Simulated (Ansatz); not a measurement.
# KCr: the cost of one run

Method: DFT PBE, scalar-relativistic, plane waves, PAW, in Ansatz 0.2.0.

## Step 1: The system as given

Symmetry: Pmma, No. 51, orthorhombic system. Conventional cell: a = 5.237 Å, b = 3.466 Å, c = 5.347 Å, α = 90.00°, β = 90.00°, γ = 90.00°. K (site symmetry mm2) has 8 Cr at 3.18 to 3.21 Å and 4 K at 3.30 to 3.47 Å as nearest neighbours. Cr (site symmetry mm2) has 8 K at 3.18 to 3.21 Å and 4 Cr at 3.30 to 3.47 Å as nearest neighbours.

Structure file:

```xyz
4
Lattice="5.2374 0.0000 0.0000 0.0000 3.4659 0.0000 0.0000 0.0000 5.3474" Properties=species:S:1:pos:R:3 pbc="T T T"
K     3.9280    0.0000    3.6737
K     1.3093    0.0000    1.6737
Cr    3.9280    1.7330    1.0053
Cr    1.3093    1.7330    4.3421
```

(A quick probe on a coarse mesh, which set the mesh and smearing, is not shown.)

## Step 3: Rough relaxation on the coarse mesh

Input file input.yaml:

```yaml
crystal:
  lattice:
    - [5.2373736303, 0.0, 0.0]
    - [0.0, 3.4659090201, 0.0]
    - [0.0, 0.0, 5.3474024881]
  atoms:
    - { symbol: K, position: [0.75, 0.0, 0.687], spin: 0.12 }
    - { symbol: K, position: [0.25, 0.0, 0.313], spin: 0.12 }
    - { symbol: Cr, position: [0.75, 0.5, 0.188], spin: 4.73 }
    - { symbol: Cr, position: [0.25, 0.5, 0.812], spin: 4.73 }
basis:
  ecutwfc: 420
kpoints:
  mp_grid: { grid: [4, 6, 4] }
hamiltonian:
  xc: pbe
scf:
  occupations: { method: gaussian, width: 0.1 }
  lower_state_search: "off"
output:
  forces: true
  stress: true
  eigenvalues: true
  populations: true
magnetization:
  spin_polarized: true
relax:
  adjacent_minimum: "off"
  f_tol: 0.04
  max_steps: 70
  cell: { stress_tol: 0.4 }
```

Launch:

```console
> ansatz run input.yaml --threads 1 --pin off --max-ram 2560MiB --backend cpu --events-out ev --progress --plain --runs-dir out
```

What time and memory should one allow on 1 thread of Arm Neoverse V1, shared host?

About 4.2 min, with a peak of 0.56 GiB.
